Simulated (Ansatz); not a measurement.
# FH₄MoN₃: small, medium and large basis sets

Aim: see how fast density functionals converge with the basis set for FH₄MoN₃.

Computed with Ansatz 0.2.0, Gaussian basis. Level: one geometry, several basis sets.

The runs, in order: PBE0-D4/def2-SVP; ωB97M-V/def2-SVP; PBE0-D4/def2-QZVPP; ωB97M-V/def2-QZVPP; the functionals' def2-TZVPP values are taken from earlier runs.

### Step 1. The geometry

The geometry comes from an earlier relaxation with PBE0-D4 in a triple-zeta def2 set; it is a stationary point, not always the lowest conformer. Mo takes the def2 core potential; no spin-orbit term is included.

SMILES `[NH]=[Mo](=[NH])([NH2])[F]`, 9 atoms, charge 0, spin multiplicity 1.

Atoms are counted from 1 here; the program's logs count them from 0.

Bond lengths: N1–Mo2 1.724 Å, N1–H6 1.011 Å, Mo2–N3 1.724 Å, Mo2–N4 1.929 Å, Mo2–F5 1.871 Å, N3–H7 1.011 Å, N4–H8 1.008 Å, N4–H9 1.008 Å. Angles: Mo2–N1–H6 154.9°, N1–Mo2–N3 112.0°, N1–Mo2–N4 106.7°, N1–Mo2–F5 109.5°, N3–Mo2–N4 106.7°, N3–Mo2–F5 109.5°, N4–Mo2–F5 112.5°, Mo2–N3–H7 154.9°, Mo2–N4–H8 122.8°, Mo2–N4–H9 122.8°, H8–N4–H9 111.5°.

### Step 2. PBE0-D4 in def2-SVP

Input file in.yaml:

```yaml
crystal:
  periodic: [false, false, false]
  atoms:
    - {symbol: N, position_ang: [-0.521393, 1.638744, -0.001762]}
    - {symbol: Mo, position_ang: [-0.020179, 0.071335, -0.515719]}
    - {symbol: N, position_ang: [1.687403, -0.131840, -0.392634]}
    - {symbol: N, position_ang: [-0.817352, -1.193806, 0.703468]}
    - {symbol: F, position_ang: [-0.556775, -0.206671, -2.286894]}
    - {symbol: H, position_ang: [-0.378273, 2.579615, 0.337954]}
    - {symbol: H, position_ang: [2.632261, 0.166813, -0.194663]}
    - {symbol: H, position_ang: [-0.324594, -2.001589, 1.052089]}
    - {symbol: H, position_ang: [-1.612597, -0.968902, 1.281261]}
basis:
  gaussian: {orbitals: def2-SVP}
hamiltonian: {xc: pbe0, dispersion: d4}
output: {orbitals: {seedname: orbitals}}
```

Further steps of the session: ωB97M-V in def2-SVP; PBE0-D4 in def2-QZVPP; ωB97M-V in def2-QZVPP.

Before running them: what should the planned runs give, taken together? Wanted: PBE0-D4: double and triple zeta above quadruple; ωB97M-V: double and triple zeta above quadruple.

The runs gave:

| quantity | value |
| --- | --- |
| PBE0-D4: double and triple zeta above quadruple | 9.98, 0.53 eV |
| ωB97M-V: double and triple zeta above quadruple | 10.23, 0.51 eV |

PBE0-D4 gains 9.45 eV from double to triple zeta, then 0.53 eV more. These are total energies; as a rule much of such shifts cancels in differences, which this series doesn't test. The LUMO of ωB97M-V is positive and keeps falling with the basis (1.02 to 0.46 eV): an unbound level that the basis holds in place.
